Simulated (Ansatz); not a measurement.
# Cu: a surface, (100), 5 layers

What do the surfaces of Cu (100), 5 layers cost, and how tightly do they hold an electron? The runs shown use LAPW. Companion runs by PAW are cited. Its runs: bulk in the slab's orientation (LAPW); the reference run (LAPW); atoms relaxed (LAPW); no images along the normal (LAPW); vacuum of 13 Å (LAPW); Zn in place of Cu in the outer layer (LAPW); Zn in place of Cu in the middle layer (LAPW).

Method: DFT, PBEsol, all-electron LAPW, scalar-relativistic, in Ansatz 0.2.0.

### Step 1. The starting structure

The structure is cubic, space group Fm-3m (No. 225). The conventional cell has a = 3.563 Å, b = 3.563 Å, c = 3.563 Å, α = 90.00°, β = 90.00°, γ = 90.00°. Cu (site symmetry m-3m) has 12 Cu at 2.52 Å as nearest neighbours.

As a file:

```
Cu
1.0
     1.78140    1.78140    0.00000
    -1.78140    1.78140    0.00000
     0.00000    0.00000    3.56280
Cu
2
Cartesian
  0.0000 0.0000 0.0000
  0.0000 1.7814 1.7814
```

Atoms are numbered in the order of the input: Cu1, Cu2.

### Step 2. Bulk in the slab's orientation, LAPW

Input file input.yaml:

```yaml
crystal:
  lattice:
    - [1.7813982731, 1.7813982731, 0.0]
    - [-1.7813982731, 1.7813982731, 0.0]
    - [0.0, 0.0, 3.5627965462]
  atoms:
    - { symbol: Cu, position: [0.0, 0.0, 0.0] }
    - { symbol: Cu, position: [0.5, 0.5, 0.5] }
kpoints:
  mp_grid: { grid: [14, 14, 10] }
scf:
  occupations: { method: fermi_dirac, width: 0.05 }
hamiltonian:
  xc: pbesol
  pseudopotentials: { kind: all_electron, lapw: { basis_error: 0.001 } }
output:
  forces: true
  stress: true
  eigenvalues: true
```

Launch:

```console
$ ansatz run input.yaml --threads 2 --pin off --max-ram 4096MiB --backend cpu --events-out ev --progress --plain --runs-dir out
```

Further steps of the session: Slab as cut, LAPW; Atoms relaxed, LAPW; No images along the normal, LAPW; Vacuum of 13 Å, LAPW; Zn in place of Cu in the outer layer, LAPW; Zn in place of Cu in the middle layer, LAPW.

**Question.** What will these runs give? Wanted: surface energy; work function; outer layer spacing; surface core-level shift by Z+1; core-level shifts among the layers (for each run or level that gives them).

As calculated:

```
                                      quantity                               value
                surface energy (LAPW, relaxed)                           1.84 J/m²
                 work function (LAPW, relaxed)                             4.59 eV
                    outer layer spacing (LAPW)                       1.78 → 1.72 Å
        surface core-level shift by Z+1 (LAPW)                            -0.20 eV
                 surface energy (PAW, relaxed)                           1.84 J/m²
                  work function (PAW, relaxed)                             4.59 eV
                     outer layer spacing (PAW)                       1.78 → 1.72 Å
         surface core-level shift by Z+1 (PAW)                            -0.20 eV
core-level shifts among the layers (PAW holes)  Cu1 +0.00, Cu2 +0.24, Cu3 +0.24 eV
```

In words: By LAPW the surface costs 1.86 J/m² as cut and 1.84 J/m² relaxed. The outermost spacing changes by -3.2 % (LAPW). Vacuum of 13 Å moves the work function by less than 0.01 eV (LAPW). Putting the next element in the outer rather than the middle layer costs -0.20 eV (LAPW); in the Z+1 picture that is the binding energy at the surface less that inside. The outermost spacing changes by -3.2 % (PAW). Vacuum of 13 Å moves the work function by less than 0.01 eV (PAW). Thickness wasn't converged, and no reconstruction was sought. The program warned that the vacuum holds more density than its bound, so energies and levels may be slightly off.
